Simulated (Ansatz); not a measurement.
Pt2W:

```
Pt W
1.0
    -1.38637    1.98220    4.15326
     1.38637   -1.98220    4.15326
     1.38637    1.98220   -4.15326
Pt W
2 1
Direct
  0.33678 0.33678 0.00000
  0.66322 0.66322 0.00000
  0.00000 0.00000 0.00000
```

The cell comes from a database or a generator and needn't be the stable form of this composition.

| Property | Result |
| --- | --- |
| Program | Ansatz 0.2.0 |
| Task | relaxation of cell and atoms |
| Functional | PBEsol |
| Potentials or basis | Ansatz PAW |
| Cutoff | 420 eV (not typed: the program's choice for these potentials) |
| k mesh | 12 × 12 × 12 |
| Occupations | fermi-dirac, width 0.05 eV |
| Spin | no spin polarisation |

At the start: volume 15.22 Å³/atom.

**Question.** Where does the relaxation end?

**Answer.** It ends after 5 steps and the volume is 14.97 Å³/atom (-1.6 %); space group Immm (No. 71, to 0.05 Å).

Step by step:
| step | energy change (eV) | largest force (eV/Å) | volume (Å³) |
| --- | --- | --- | --- |
| 1 | 0.0000 | 0.0126 | 45.65 |
| 2 | -0.0132 | 0.0050 | 44.96 |
| 3 | -0.0133 | 0.0065 | 44.90 |
| 4 | -0.0133 | 0.0017 | 44.90 |
| 5 | -0.0130 | 0.0017 | 44.90 |

Final structure:
```
Pt W
1.0
    -1.38264    1.96479    4.13244
     1.38264   -1.96479    4.13244
     1.38264    1.96479   -4.13244
Pt W
2 1
Direct
  0.33669 0.33669 0.00000
  0.66331 0.66331 0.00000
  0.00000 0.00000 0.00000
```

Caveat: the plane-wave basis is chosen anew once the cell has moved, so the energies of steps on either side of that aren't comparable; the PAW data sets come from PBE, with cores solved anew for the run's functional, which leaves a small shift of forces and pressure.
